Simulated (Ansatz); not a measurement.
# GaN: the cost of one run

Computed with Ansatz 0.2.0 (DFT r2SCAN, scalar-relativistic, plane waves, PAW, unless a step's input says otherwise).

## 1. The structure to begin with

The structure is cubic, space group F-43m (No. 216). The conventional cell has a = 4.507 Å, b = 4.507 Å, c = 4.507 Å, α = 90.00°, β = 90.00°, γ = 90.00°. Around Ga (site symmetry -43m) lie 4 N at 1.95 Å. N (site symmetry -43m) is surrounded by 4 Ga at 1.95 Å.

As a file:

```xyz
2
Lattice="0.0000 2.2535 2.2535 2.2535 0.0000 2.2535 2.2535 2.2535 0.0000" Properties=species:S:1:pos:R:3 pbc="T T T"
Ga    0.0000    0.0000    0.0000
N     3.3803    3.3803    3.3803
```

Source of the structure: the Materials Project (structure only).

## 2. Probe: one point at the start

input.yaml reads:

```yaml
crystal:
  lattice:
    - [0.0, 2.2535006075, 2.2535006075]
    - [2.2535006075, 0.0, 2.2535006075]
    - [2.2535006075, 2.2535006075, 0.0]
  atoms:
    - { symbol: Ga, position: [0.0, 0.0, 0.0] }
    - { symbol: "N", position: [0.75, 0.75, 0.75] }
basis:
  ecutwfc: 500
kpoints:
  mp_grid: { grid: [8, 8, 8] }
hamiltonian:
  xc: r2scan
scf:
  occupations: { method: gaussian, width: 0.1 }
output:
  forces: true
  stress: true
  eigenvalues: true
```

Launch:

```sh
> ansatz run input.yaml --threads 1 --pin off --max-ram 2560MiB --backend cpu --events-out ev --progress --plain --runs-dir out
```

What time and memory should one allow on 1 thread of Intel Xeon Platinum 8488C (Sapphire Rapids), shared host?

About 1.7 s, with a peak of 0.41 GiB.
